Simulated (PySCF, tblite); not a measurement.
# C₄H₈F₂O₂S: a rotation path, then NMR shifts on frames, part 2 of 2

tblite 0.8.0 and PySCF 2.14.0. Atoms count from 0. The steps go on from the part before.

## Step 5: NMR shieldings: image 5, PBE0/pcSseg-1

The job: settings as JSON, then the geometry in Å.

```
{"job": {"kind": "nmr", "xc": "PBE0", "basis": "pcSseg-1", "pop": false}, "charge": 0, "multiplicity": 1}
C     -1.619100    -0.852800    -0.796800
C     -0.781200     0.324200    -0.367000
C     -0.871200     0.675500     1.098900
F     -1.098400     1.428000    -1.114600
S      1.006600    -0.035100    -0.883400
O      1.076400    -1.377100    -1.380200
O      1.486400     1.023600    -1.719300
C      2.100900     0.034500     0.622700
F      1.734700    -0.922400     1.511100
H     -2.672400    -0.654300    -0.604500
H     -1.305500    -1.738900    -0.253800
H     -1.479700    -1.030700    -1.860300
H     -0.348300     1.609600     1.293300
H     -1.917300     0.811700     1.372800
H     -0.456800    -0.119000     1.710900
H      3.108400    -0.177100     0.264400
H      2.029600     1.012500     1.095800
```

With the program's defaults for keys left out, this is: GIAO PBE0/pcSseg-1 NMR shielding, non-relativistic, gas phase.

The log of the run:

```text
coarse grid: 15272 points
cycle   1  E = -904.3313328832  dE =  1.863e+00  |g| = 1.331e+00  |ddm| = 3.788e+00
cycle   2  E = -903.2722695572  dE =  1.059e+00  |g| = 2.740e+00  |ddm| = 3.163e+00
cycle   3  E = -904.6420551897  dE = -1.370e+00  |g| = 2.218e-01  |ddm| = 2.401e+00
cycle   4  E = -904.6503628513  dE = -8.308e-03  |g| = 1.155e-01  |ddm| = 2.861e-01
cycle   5  E = -904.6527045356  dE = -2.342e-03  |g| = 2.369e-02  |ddm| = 8.752e-02
cycle   6  E = -904.6528030609  dE = -9.853e-05  |g| = 6.695e-03  |ddm| = 2.113e-02
cycle   7  E = -904.6528110111  dE = -7.950e-06  |g| = 1.226e-03  |ddm| = 4.594e-03
final grid: 145184 points
cycle   8  E = -904.7426154983  dE = -4.364e-05  |g| = 1.377e-02  |ddm| = 3.348e-02
cycle   9  E = -904.7425624029  dE =  5.310e-05  |g| = 2.145e-02  |ddm| = 2.777e-02
cycle  10  E = -904.7426542523  dE = -9.185e-05  |g| = 2.989e-03  |ddm| = 1.788e-02
cycle  11  E = -904.7426559277  dE = -1.675e-06  |g| = 2.540e-04  |ddm| = 2.366e-03
cycle  12  E = -904.7426559375  dE = -9.779e-09  |g| = 1.439e-04  |ddm| = 3.155e-04
cycle  13  E = -904.7426559405  dE = -2.941e-09  |g| = 5.463e-05  |ddm| = 1.250e-04
cycle  14  E = -904.7426559410  dE = -4.914e-10  |g| = 1.871e-05  |ddm| = 5.275e-05
converged SCF energy = -904.7426559410

GIAO shielding tensors (ppm)
atom      isotropic    diamagn.    paramagn.     s11        s22        s33       span
  0 C      161.364     249.931     -88.567    146.297    156.918    180.878     34.581
  1 C       71.892     251.975    -180.083     49.497     67.769     98.410     48.913
  2 C      163.029     251.365     -88.336    148.823    153.110    187.154     38.331
  3 F      319.636     475.211    -155.575    277.018    322.010    359.879     82.862
  4 S      183.175    1051.716    -868.541     29.889    192.497    327.139    297.250
  5 O      134.688     400.520    -265.832     83.958    128.425    191.683    107.725
  6 O      131.868     397.654    -265.785     67.416    120.433    207.756    140.340
  7 C       87.024     249.474    -162.450     59.688     73.907    127.478     67.789
  8 F      402.427     474.462     -72.035    353.600    385.492    468.190    114.589
  9 H       30.098      29.548       0.550     26.267     27.858     36.168      9.901
 10 H       30.268      31.119      -0.851     26.709     28.782     35.314      8.605
 11 H       29.406      30.124      -0.719     25.176     28.263     34.777      9.600
 12 H       30.010      31.388      -1.378     26.542     27.967     35.522      8.980
 13 H       29.846      30.072      -0.226     25.918     27.805     35.816      9.898
 14 H       30.015      31.816      -1.801     25.767     29.343     34.935      9.168
 15 H       26.483      26.849      -0.366     22.741     26.818     29.890      7.149
 16 H       26.300      30.142      -3.841     24.381     26.283     28.237      3.856
```

Run time: 74 s. Hardware: 1 thread of AMD EPYC, shared host; peak memory 0.94 GiB.

This run: δ C1 115.0, C7 99.9, C0 25.6, C2 23.9, H16 5.42, H15 5.23 ppm.

## Step 6: NMR shieldings: image 6, PBE0/pcSseg-1

The job: settings as JSON, then the geometry in Å.

```
{"job": {"kind": "nmr", "xc": "PBE0", "basis": "pcSseg-1", "pop": false}, "charge": 0, "multiplicity": 1}
C     -1.541700    -0.941900    -0.689500
C     -0.792000     0.329000    -0.386600
C     -0.872800     0.807600     1.042700
F     -1.211400     1.330100    -1.224900
S      1.008200     0.097300    -0.916100
O      1.114000    -1.113300    -1.674300
O      1.500600     1.309900    -1.496600
C      2.042900    -0.120600     0.617200
F      1.559400    -1.142800     1.368200
H     -2.605700    -0.800500    -0.505000
H     -1.165200    -1.748000    -0.067500
H     -1.394900    -1.207900    -1.733500
H     -0.364300     1.764200     1.143400
H     -1.918200     0.945900     1.318000
H     -0.437100     0.076700     1.716200
H      3.047000    -0.371100     0.275600
H      2.024300     0.797300     1.202700
```

With the program's defaults for keys left out, this is: GIAO PBE0/pcSseg-1 NMR shielding, non-relativistic, gas phase.

The log of the run:

```text
coarse grid: 15272 points
cycle   1  E = -904.3323518317  dE =  1.864e+00  |g| = 1.330e+00  |ddm| = 3.790e+00
cycle   2  E = -903.2823926469  dE =  1.050e+00  |g| = 2.733e+00  |ddm| = 3.174e+00
cycle   3  E = -904.6424553539  dE = -1.360e+00  |g| = 2.195e-01  |ddm| = 2.408e+00
cycle   4  E = -904.6505791940  dE = -8.124e-03  |g| = 1.152e-01  |ddm| = 2.834e-01
cycle   5  E = -904.6529186794  dE = -2.339e-03  |g| = 2.503e-02  |ddm| = 8.850e-02
cycle   6  E = -904.6530246790  dE = -1.060e-04  |g| = 8.137e-03  |ddm| = 2.298e-02
cycle   7  E = -904.6530350784  dE = -1.040e-05  |g| = 3.285e-03  |ddm| = 7.494e-03
cycle   8  E = -904.6530369948  dE = -1.916e-06  |g| = 7.519e-04  |ddm| = 2.913e-03
final grid: 145184 points
cycle   9  E = -904.7438194467  dE = -4.902e-05  |g| = 1.285e-02  |ddm| = 3.324e-02
cycle  10  E = -904.7437722028  dE =  4.724e-05  |g| = 2.021e-02  |ddm| = 2.534e-02
cycle  11  E = -904.7438528854  dE = -8.068e-05  |g| = 2.708e-03  |ddm| = 1.654e-02
cycle  12  E = -904.7438542485  dE = -1.363e-06  |g| = 2.892e-04  |ddm| = 2.162e-03
cycle  13  E = -904.7438542612  dE = -1.266e-08  |g| = 1.456e-04  |ddm| = 3.233e-04
cycle  14  E = -904.7438542641  dE = -2.980e-09  |g| = 5.072e-05  |ddm| = 1.290e-04
cycle  15  E = -904.7438542645  dE = -4.050e-10  |g| = 1.887e-05  |ddm| = 5.099e-05
converged SCF energy = -904.7438542645

GIAO shielding tensors (ppm)
atom      isotropic    diamagn.    paramagn.     s11        s22        s33       span
  0 C      160.954     249.872     -88.918    146.175    155.246    181.441     35.266
  1 C       72.155     252.353    -180.198     51.246     68.993     96.225     44.979
  2 C      163.752     251.463     -87.711    147.855    155.568    187.832     39.977
  3 F      325.009     474.993    -149.984    284.566    326.466    363.995     79.429
  4 S      183.678    1051.722    -868.044     33.566    189.694    327.775    294.209
  5 O      136.193     400.083    -263.890     83.773    131.192    193.615    109.841
  6 O      138.904     397.789    -258.885     71.892    124.337    220.484    148.592
  7 C       86.073     249.501    -163.428     60.370     72.035    125.814     65.444
  8 F      408.296     475.031     -66.735    367.546    385.877    471.464    103.918
  9 H       30.041      29.563       0.478     26.225     27.774     36.124      9.898
 10 H       30.486      31.267      -0.781     26.977     28.901     35.580      8.603
 11 H       29.198      30.315      -1.117     24.827     28.432     34.336      9.509
 12 H       29.905      31.229      -1.323     26.274     28.000     35.441      9.166
 13 H       29.833      30.008      -0.175     25.986     27.620     35.892      9.906
 14 H       30.144      31.940      -1.796     25.854     29.521     35.057      9.203
 15 H       26.425      27.012      -0.587     22.879     26.672     29.723      6.844
 16 H       26.333      30.091      -3.758     24.328     26.459     28.213      3.884
```

Wall time 76 s (1 thread of AMD EPYC, shared host); peak memory 0.92 GiB.

Key values: δ C1 114.8, C7 100.9, C0 26.0, C2 23.2, H16 5.38, H15 5.29 ppm.

## Step 7: Shielding tensors: image 8, PBE0/pcSseg-1

The job: settings as JSON, then the geometry in Å.

```
{"job": {"kind": "nmr", "xc": "PBE0", "basis": "pcSseg-1", "pop": false}, "charge": 0, "multiplicity": 1}
C     -1.366200    -1.078800    -0.500000
C     -0.813500     0.317100    -0.382400
C     -0.929100     1.006100     0.953300
F     -1.364500     1.113500    -1.358400
S      0.987800     0.331400    -0.902200
O      1.166100    -0.533800    -2.028600
O      1.434300     1.689200    -1.003700
C      1.968700    -0.377100     0.519900
F      1.248100    -1.350400     1.137800
H     -2.454200    -1.049100    -0.466900
H     -0.999200    -1.705900     0.306000
H     -1.052600    -1.500600    -1.453100
H     -0.356800     1.931700     0.922900
H     -1.971200     1.249100     1.156400
H     -0.557000     0.363800     1.745600
H      2.878800    -0.814300     0.110700
H      2.173500     0.420100     1.232800
```

Level: GIAO PBE0/pcSseg-1 NMR shielding, non-relativistic, gas phase.

The log of the run:

```text
coarse grid: 15272 points
cycle   1  E = -904.3374176055  dE =  1.868e+00  |g| = 1.325e+00  |ddm| = 3.787e+00
cycle   2  E = -903.3280036072  dE =  1.009e+00  |g| = 2.695e+00  |ddm| = 3.230e+00
cycle   3  E = -904.6448406032  dE = -1.317e+00  |g| = 2.143e-01  |ddm| = 2.462e+00
cycle   4  E = -904.6526315799  dE = -7.791e-03  |g| = 1.129e-01  |ddm| = 2.781e-01
cycle   5  E = -904.6548859430  dE = -2.254e-03  |g| = 2.725e-02  |ddm| = 8.889e-02
cycle   6  E = -904.6550079708  dE = -1.220e-04  |g| = 9.412e-03  |ddm| = 2.584e-02
cycle   7  E = -904.6550219449  dE = -1.397e-05  |g| = 3.736e-03  |ddm| = 9.382e-03
cycle   8  E = -904.6550244170  dE = -2.472e-06  |g| = 6.108e-04  |ddm| = 3.162e-03
final grid: 145184 points
cycle   9  E = -904.7445798857  dE = -4.640e-05  |g| = 1.287e-02  |ddm| = 3.171e-02
cycle  10  E = -904.7445317070  dE =  4.818e-05  |g| = 2.033e-02  |ddm| = 2.614e-02
cycle  11  E = -904.7446134829  dE = -8.178e-05  |g| = 2.693e-03  |ddm| = 1.706e-02
cycle  12  E = -904.7446148200  dE = -1.337e-06  |g| = 2.780e-04  |ddm| = 2.170e-03
cycle  13  E = -904.7446148313  dE = -1.130e-08  |g| = 1.516e-04  |ddm| = 3.345e-04
cycle  14  E = -904.7446148347  dE = -3.331e-09  |g| = 5.180e-05  |ddm| = 1.372e-04
cycle  15  E = -904.7446148351  dE = -4.327e-10  |g| = 1.900e-05  |ddm| = 5.315e-05
converged SCF energy = -904.7446148351

GIAO shielding tensors (ppm)
atom      isotropic    diamagn.    paramagn.     s11        s22        s33       span
  0 C      163.196     249.971     -86.775    144.920    158.699    185.968     41.048
  1 C       72.389     252.742    -180.353     51.773     71.541     93.853     42.080
  2 C      165.003     251.262     -86.259    147.234    159.222    188.552     41.317
  3 F      337.003     475.118    -138.115    288.919    345.207    376.884     87.965
  4 S      181.137    1051.965    -870.828     37.417    181.214    324.782    287.365
  5 O      151.105     399.480    -248.374    117.160    133.127    203.029     85.869
  6 O      151.801     398.778    -246.977     69.611    153.931    231.862    162.250
  7 C       81.021     249.022    -168.002     60.167     66.503    116.393     56.226
  8 F      413.266     476.091     -62.825    366.926    383.942    488.931    122.005
  9 H       29.980      29.509       0.470     26.195     27.470     36.273     10.077
 10 H       30.342      31.279      -0.938     25.994     29.612     35.418      9.425
 11 H       29.106      30.592      -1.486     24.729     28.678     33.910      9.181
 12 H       29.364      31.050      -1.686     25.014     28.710     34.369      9.355
 13 H       29.843      29.716       0.127     26.217     27.209     36.102      9.885
 14 H       30.422      31.834      -1.412     26.265     29.542     35.459      9.194
 15 H       26.260      27.496      -1.236     23.224     26.394     29.162      5.938
 16 H       26.284      29.736      -3.453     23.654     26.871     28.325      4.671
```

Wall time 70 s (1 thread of AMD EPYC, shared host); peak memory 1.1 GiB.

Key values: δ C1 114.5, C7 105.9, C0 23.7, C2 21.9, H15 5.46, H16 5.43 ppm.

## Step 8: Side by side: NMR shifts

Shifts (ppm) of some atoms, chosen among heavy atoms and hydrogens apart, with basis size and wall time:

```csv
frame,C7,H14,H12,F3,F8,O5,O6,functions,time
image 0,99.2,2.18,2.07,-175.2,-237.2,192.4,176.0,200,97 s
image 2,98.2,1.89,1.79,-168.7,-227.0,186.2,180.7,200,73 s
image 5,99.9,1.70,1.71,-148.7,-231.5,201.4,204.2,200,74 s
image 6,100.9,1.57,1.81,-154.1,-237.3,199.9,197.2,200,76 s
image 8,105.9,1.30,2.35,-166.1,-242.3,185.0,184.3,200,70 s
```

## Step 9: Outcome

What follows sums up all 2 parts.

| quantity | value |
| --- | --- |
| barrier | 0.235 eV (5.4 kcal/mol) at image 5 |
| end to end (GFN2-xTB) | 0.102 eV |
| 13C shifts against TMS (PBE0/pcSseg-1, image 0) | 116.7, 99.2, 24.0, 20.3 ppm |
| 1H shifts against TMS (PBE0/pcSseg-1, image 0) | 5.83, 5.33, 2.38, 2.18, 2.07, 1.66, 1.60, 1.44 ppm |
| 19F shifts against CFCl3 (PBE0/pcSseg-1, image 0) | -175.2, -237.2 ppm |
| 33S shifts against CS2 (PBE0/pcSseg-1, image 0) | 325 ppm |
| 17O shifts against H2O (PBE0/pcSseg-1, image 0) | 192.4, 176.0 ppm |
| potential on the surface of density 0.002 e/bohr³, 1st and 99th percentile | -1.51 V and 1.38 V |
| range of the shift of O6 | 176.0 to 204.2 ppm |

**Reading.** Along the band the dihedral turns by 126°, and the top (dihedral 121°) lies 5.4 kcal/mol above the start (GFN2-xTB, rough), so at room temperature this motion is fast. The top was not checked by a frequency run. Shifts at one fixed geometry are not the observed spectrum, which averages over the motion. In the first frame run (image 0): The largest span, 269 ppm, is at S4, where the paramagnetic term is -874 ppm. In ppm, O6 moves most: its shift spreads over 28.2 ppm, from 176.0 (image 0) to 204.2 (image 5).
